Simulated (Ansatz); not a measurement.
I need a formation energy from the elements of Rb2Pd and its elements. Use Ansatz's Python interface. Level of theory (first run): LDA, PAW, cutoff 260 eV, Gaussian smearing of 0.1 eV.

Input file `rb2pd_rb2pd.extxyz`:
```text
3
Lattice="0.0 4.123218 4.123218 4.123218 0.0 4.123218 4.123218 4.123218 0.0" Properties=species:S:1:pos:R:3 pbc="T T T"
Rb    2.06160900    2.06160900    2.06160900
Rb    6.18482700    6.18482700    6.18482700
Pd    0.00000000    0.00000000    0.00000000
```

`rb2pd_rb.extxyz`
```text
1
Lattice="-2.8025 2.8025 2.8025 2.8025 -2.8025 2.8025 2.8025 2.8025 -2.8025" Properties=species:S:1:pos:R:3 pbc="T T T"
Rb    0.00000000    0.00000000    0.00000000
```

Contents of `rb2pd_pd.extxyz`:
```text
1
Lattice="0.0 1.9465 1.9465 1.9465 0.0 1.9465 1.9465 1.9465 0.0" Properties=species:S:1:pos:R:3 pbc="T T T"
Pd    0.00000000    0.00000000    0.00000000
```

Script `formation.py`:
```python
"""Heat of formation of Rb2Pd at zero temperature, after relaxing atoms and volume at fixed cell shape."""

from collections import Counter
import warnings

import ansatz as az
import numpy as np

FUNCTIONAL = "lda"
CUTOFF = 260
SCF_TOL = 1e-07
N_EMPTY = 6
KSPACING = 0.26
FILLING = "gaussian"
SMEARING_WIDTH = 0.1


def run_phase(name, crystal):
    calc = (
        crystal.calculation()
        .functional(FUNCTIONAL)
        .basis(CUTOFF, xc_grid=1)  # a bare number is in eV
        .accuracy("medium")  # preset for grids and thresholds
        .scf(tolerance=SCF_TOL, extra_bands=N_EMPTY)
        .kpoints(spacing=KSPACING)
        .occupations(FILLING, width=SMEARING_WIDTH)  # the run then minimises F = E - TS
        .stress()
    )
    calc = calc.relax(force_tolerance=0.03, fix_cell=["shape"])
    return calc.run(threads=1)


def counts(outcome):
    return Counter(site.symbol for site in outcome.lattice.sites)

def formation_energy(outcome, mu):
    n = counts(outcome)
    return (outcome.report["energy_sigma0_ev"] - sum(k * mu[element] for element, k in n.items())) / sum(n.values())


def volume_per_atom(outcome):
    return abs(np.linalg.det(outcome.lattice.cell_ang)) / len(outcome.lattice.sites)

warnings.simplefilter("ignore")

phases = {}
rb2pd = az.Crystal.from_extxyz("rb2pd_rb2pd.extxyz")
phases["Rb2Pd"] = rb2pd
rb = az.Crystal.from_extxyz("rb2pd_rb.extxyz")
phases["Rb"] = rb
pd = az.Crystal.from_extxyz("rb2pd_pd.extxyz")
phases["Pd"] = pd

done = {name: run_phase(name, crystal) for name, crystal in phases.items()}

# energy of one atom in its reference phase
references = {"Rb": "Rb", "Pd": "Pd"}
mu = {element: done[name].report["energy_sigma0_ev"] / len(done[name].lattice.sites) for element, name in references.items()}

target = done["Rb2Pd"]
heat = formation_energy(target, mu)
n = counts(target)
print("cell content:", dict(n), " volume", round(volume_per_atom(target), 3), "A^3/atom")
print("formation energy", round(heat, 4), "eV/atom,", round(heat * sum(n.values()), 4), "eV per cell")
print("bound against the elements" if heat < 0 else "unbound against the elements")
```

```console
$ python formation.py
cell content: {<Element.RB: 'Rb'>: 2, <Element.PD: 'Pd'>: 1}  volume 38.689 A^3/atom
formation energy 0.1793 eV/atom, 0.5379 eV per cell
unbound against the elements
```

What to keep in mind:
- The settings weren't tested for convergence.
- The cutoff lies under the one recommended for these potentials.
- No spin polarisation was allowed.
- The program warned that this SCF threshold is loose for forces or stresses.
- Atoms and volume are relaxed with the cell's shape held, which in cells of lower than cubic symmetry can hide stresses and shift volumes.
- The cells come from databases of deposited and of computed structures, and not all need be stable phases.
- The compound is the structure given, not necessarily its lowest; energies are at zero temperature, with no correction for gases. A semilocal functional's error on such energies is often 0.05 to 0.1 eV an atom, and 0.1 to 0.3 eV against gases such as O2 or F2.
- The script silences warnings, which a real study should read.
- The whole script took 33 s on 1 thread of Arm Neoverse V1, on a shared host, peak memory 0.38 GiB.
